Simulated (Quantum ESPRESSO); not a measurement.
A run of Quantum ESPRESSO 7.5 is set up as follows.

pw.in

```
&CONTROL
  calculation = 'scf'
  prefix = 'pwscf'
  outdir = './tmp'
  pseudo_dir = './pseudo'
  tprnfor = .true.
  tstress = .true.
  disk_io = 'nowf'
  forc_conv_thr = 0.0001
/
&SYSTEM
  ibrav = 0
  nat = 1
  ntyp = 1
  ecutwfc = 56
  ecutrho = 450
  nbnd = 14
  occupations = 'smearing'
  smearing = 'mp'
  degauss = 0.01469973
/
&ELECTRONS
  conv_thr = 2d-10
  electron_maxstep = 120
  mixing_beta = 0.5
/
ATOMIC_SPECIES
Pt   195.0840 pt_lda_v1.4.uspp.F.UPF
CELL_PARAMETERS angstrom
  -0.0097300561    1.9460112200    1.9460112200
   1.9362811639    0.0000000000    1.9362811639
   1.9460112200    1.9460112200   -0.0097300561
ATOMIC_POSITIONS crystal
Pt     0.0000000000    0.0000000000    0.0000000000
K_POINTS automatic
32 32 32 0 0 0
```

Potentials or basis: GBRV 1.5 LDA.

Command:

```bash
$ OMP_NUM_THREADS=1 mpirun -n 4 pw.x -nk 4 -in pw.in > pw.out
```

**Question.** Estimate the band gap on the k mesh.

**Answer.** None (metal or under the smearing width).

**Question.** What does it give for the pressure?

**Answer.** -0.3 GPa.

Stress tensor (GPa, compression positive):
```
-0.24  0.00  0.83
 0.00 -0.35  0.00
 0.83  0.00 -0.24
```

The run has no spin-orbit coupling, so splittings on Pt are missing.
